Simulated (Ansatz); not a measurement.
**CH₆OSiTe: a ladder of functionals and wavefunction methods**

Aim: compute CH₆OSiTe with functionals from several rungs and with coupled cluster. The yardstick is the atomisation energy at the CCSD(T) limit.

Method: functionals in def2-TZVPP, the program's frozen cores in correlated methods; program: Ansatz 0.2.0, Gaussian basis.

Plan: PBE-D4, r2SCAN-D4, PBE0-D4, B3LYP-D4, ωB97X-V, ωB97M-V, B2PLYP; CCSD(T)/def2-TZVPP; MP2/def2-QZVPP; extrapolation to the limit.

## 1. The relaxed structure

The geometry comes from an earlier relaxation with PBE0-D4/def2-TZVP; it is a stationary point, not always the lowest conformer. Te takes the def2 core potential; no spin-orbit term is included.

10 atoms, charge 0, spin multiplicity 1.

Atoms are counted from 1 here; the program's logs count them from 0.

Bond lengths: O1–C2 1.397 Å, O1–H5 0.963 Å, C2–Si3 1.890 Å, C2–Te4 2.191 Å, C2–H6 1.096 Å, Si3–H7 1.484 Å, Si3–H8 1.486 Å, Si3–H9 1.487 Å, Te4–H10 1.659 Å. Angles: C2–O1–H5 109.4°, O1–C2–Si3 109.7°, O1–C2–Te4 113.5°, O1–C2–H6 113.0°, Si3–C2–Te4 107.0°, Si3–C2–H6 110.4°, Te4–C2–H6 102.8°, C2–Si3–H7 108.1°, C2–Si3–H8 109.2°, C2–Si3–H9 110.2°, H7–Si3–H8 110.0°, H7–Si3–H9 110.0°, H8–Si3–H9 109.4°, C2–Te4–H10 93.7°.

Coordinates:

```csv
atom,x (Å),y (Å),z (Å)
O1,-1.6013,0.5191,-0.2450
C2,-0.2139,0.4176,-0.1138
Si3,0.2131,-0.9966,1.0651
Te4,0.8157,0.0104,-2.0047
H5,-1.8118,1.1920,-0.9005
H6,0.2533,1.3501,0.2222
H7,1.6496,-0.8831,1.4195
H8,-0.0409,-2.2937,0.3862
H9,-0.6211,-0.9102,2.2930
H10,1.4403,1.5434,-2.1192
```

## 2. PBE-D4 (GGA)

Contents of in.yaml:

```yaml
crystal:
  periodic: [false, false, false]
  atoms:
    - {symbol: O, position_ang: [-1.601310, 0.519147, -0.244992]}
    - {symbol: C, position_ang: [-0.213907, 0.417556, -0.113776]}
    - {symbol: Si, position_ang: [0.213112, -0.996613, 1.065108]}
    - {symbol: Te, position_ang: [0.815722, 0.010383, -2.004719]}
    - {symbol: H, position_ang: [-1.811835, 1.191967, -0.900460]}
    - {symbol: H, position_ang: [0.253335, 1.350121, 0.222214]}
    - {symbol: H, position_ang: [1.649551, -0.883118, 1.419515]}
    - {symbol: H, position_ang: [-0.040852, -2.293674, 0.386163]}
    - {symbol: H, position_ang: [-0.621079, -0.910234, 2.293040]}
    - {symbol: H, position_ang: [1.440264, 1.543365, -2.119193]}
basis:
  gaussian: {orbitals: def2-TZVPP}
hamiltonian: {xc: pbe, dispersion: d4}
output: {forces: true, orbitals: {seedname: orbitals}}
```

The run is started by

```
> ansatz run in.yaml --threads 4 --pin off --events-out ev --progress --plain --max-ram 10444MiB
```

The runs that follow: r2SCAN-D4 (meta-GGA); PBE0-D4 (hybrid); B3LYP-D4 (hybrid); ωB97X-V (range-separated); ωB97M-V (range-separated); B2PLYP (double hybrid); CCSD(T) in def2-TZVPP; MP2 in def2-QZVPP.

Q: Predict the results of all the runs planned. Wanted: atomisation energy, CCSD(T)/CBS; farthest; mean size of error, hybrid; mean size of error, range-separated; gap, smallest and largest; T1 diagnostic; triples share of the correlation energy.

**Answer**, as computed:

| quantity | value |
| --- | --- |
| atomisation energy, CCSD(T)/CBS | 747.5 kcal/mol |
| functionals within 7.5 kcal/mol (1.0 %) | PBE-D4, r2SCAN-D4, B3LYP-D4, ωB97X-V, ωB97M-V |
| farthest | B2PLYP (-17.0 kcal/mol) |
| mean size of error, hybrid | 8.1 kcal/mol |
| mean size of error, range-separated | 4.5 kcal/mol |
| gap, smallest and largest | 3.61 eV (PBE-D4), 9.67 eV (ωB97X-V) |
| T1 diagnostic | 0.0118 |
| triples share of the correlation energy | 3.2 % |

PBE-D4 is off by +4.6 kcal/mol, about 0.5 kcal/mol a bond. Double hybrids carry the basis error of their MP2 part in triple zeta, and no dispersion term here, so their miss is partly the set-up's. The reference freezes the cores and leaves out spin-orbit coupling and excitations past (T), and its outer-core shells are covered unevenly, so misses under about 7.5 kcal/mol can't be ranked. All levels share the lack of spin-orbit coupling, which lowers the free heavy atoms and so the true binding. Hartree-Fock recovers 69 % of the binding; the rest is correlation. The gap grows from 3.6 to 9.7 eV across the functionals, mostly with the share of exact exchange. Correlated methods include outer-core shells of Te, which these sets cover unevenly.
